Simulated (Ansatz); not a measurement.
# C2ClF5: the cost of one run

The runs use Ansatz 0.2.0, Gaussian basis; unrestricted cation, the program's frozen cores in correlated methods.

The runs, in order: UKS PBE-D4/def2-TZVPP; UKS r2SCAN-D4/def2-TZVPP; UKS PBE0-D4/def2-TZVPP; UKS B3LYP-D4/def2-TZVPP; UKS wB97X-V/def2-TZVPP; UKS wB97M-V/def2-TZVPP; UKS B2PLYP/def2-TZVPP; UHF-CCSD(T)/def2-TZVPP; UHF-MP2/def2-QZVPP; extrapolation to the limit; then −ε(HOMO) from the neutral's earlier runs with LDA (SPW92), PBE-D4, revPBE-D4, BLYP-D4, r2SCAN-D4, B97M-V, PBE0-D4, B3LYP-D4, r2SCANh-D4, r2SCAN0-D4, HSE06-D4, BHLYP-D4, CAM-B3LYP-D4, LC-ωPBE, ωB97X-V, ωB97M-V.

2 further runs of the same task are left out: 2 that didn't finish.

**1. Structure used throughout**

The geometry comes from an earlier relaxation with PBE0-D4 in a triple-zeta def2 set; it is a stationary point, not always the lowest conformer.

SMILES `FC(F)(F)C(F)(F)Cl`, 8 atoms, charge 0, spin multiplicity 1.

Atoms are counted from 1 here; the program's logs count them from 0.

Bond lengths: F1–C2 1.324 Å, C2–F3 1.324 Å, C2–F4 1.327 Å, C2–C5 1.552 Å, C5–F6 1.331 Å, C5–F7 1.331 Å, C5–Cl8 1.753 Å. Angles: F1–C2–F3 109.3°, F1–C2–F4 108.9°, F1–C2–C5 110.4°, F3–C2–F4 108.9°, F3–C2–C5 110.4°, F4–C2–C5 109.0°, C2–C5–F6 108.5°, C2–C5–F7 108.5°, C2–C5–Cl8 111.1°, F6–C5–F7 108.5°, F6–C5–Cl8 110.0°, F7–C5–Cl8 110.1°.

**2. Cation, UKS PBE-D4/def2-TZVPP**

in.yaml reads:

```yaml
crystal:
  periodic: [false, false, false]
  atoms:
    - {symbol: F, position_ang: [0.477356, -1.643477, -0.368635]}
    - {symbol: C, position_ang: [-0.000425, -0.442779, -0.656707]}
    - {symbol: F, position_ang: [-1.243259, -0.560469, -1.097675]}
    - {symbol: F, position_ang: [0.744815, 0.097677, -1.612672]}
    - {symbol: C, position_ang: [0.044767, 0.472221, 0.595763]}
    - {symbol: F, position_ang: [-0.410270, 1.675948, 0.257136]}
    - {symbol: F, position_ang: [1.311155, 0.593300, 0.985996]}
    - {symbol: Cl, position_ang: [-0.924130, -0.192430, 1.896813]}
basis:
  gaussian: {orbitals: def2-TZVPP}
total_charge: 1
magnetization: {spin_polarized: true, initial_magnetization: 1}
hamiltonian: {xc: pbe, dispersion: d4}
```

Launch:

```bash
$ ansatz run in.yaml --threads 2 --pin off --events-out ev --progress --plain --max-ram 32768MiB --backend cpu
```

What time and memory should one allow on 2 threads of AMD EPYC 7R13, shared host?

About 40 s, with a peak of 0.96 GiB.
